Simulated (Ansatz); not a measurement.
What does this script print? It uses Ansatz 0.2.0, Python API.

`run_kconv.py`
```python
# -*- coding: utf-8 -*-
"""k-point test for Ti."""

import warnings

import ansatz as az
import pandas as pd

SETTINGS = {
    "xc": "lda",
    "filling": "fermi_dirac",
}

warnings.simplefilter("ignore", az.DeckWarning)

ti = (
    az.Lattice.of([4.6, 0.0, 0.0], [-2.3, 3.98372, 0.0], [0.0, 0.0, 2.82])
    .atom("Ti", [0.0, 0.0, 0.0])
    .atom("Ti", [1 / 3, 2 / 3, 0.5])
    .atom("Ti", [2 / 3, 1 / 3, 0.5])
)

calculation = ti.calculation().functional(SETTINGS["xc"]).occupations(SETTINGS["filling"])

rows = []
for value in [0.9, 0.7, 0.55, 0.45, 0.35]:
    summary = calculation.kpoints(spacing=value).run().report
    rows.append((value, summary["free_energy_ev"] / len(summary["lattice"]["sites"]), summary["n_iterations"], summary["n_kpoints"]))

table = pd.DataFrame(rows, columns=["spacing (1/A)", "F/atom (eV)", "iterations", "k-points"])
print(table.round(5).to_string(index=False))

# the last row is the reference
for row in rows[:-1]:
    shift = 1000 * (row[1] - rows[-1][1])
    print(f"{row[0]}: {shift:+.2f} meV/atom" + ("  (within 5 meV)" if abs(shift) < 5 else ""))
```

```console
$ python run_kconv.py
 spacing (1/A)  F/atom (eV)  iterations  k-points
          0.90  -2450.30562           6         4
          0.70  -2450.32787           7         9
          0.55  -2450.31548           7         9
          0.45  -2450.30663           7        12
          0.35  -2450.29690           7        20
0.9: -8.72 meV/atom
0.7: -30.96 meV/atom
0.55: -18.58 meV/atom
0.45: -9.73 meV/atom
```

Reading the output:
- This isn't the structure that Ti takes at ambient conditions.
- Shifts are counted from the finest mesh, which is itself no proven limit.
- Finished in 4.1 s on 1 thread of Intel(R) Xeon(R) Processor @ 2.30GHz, on a shared host, peak memory 0.53 GiB.
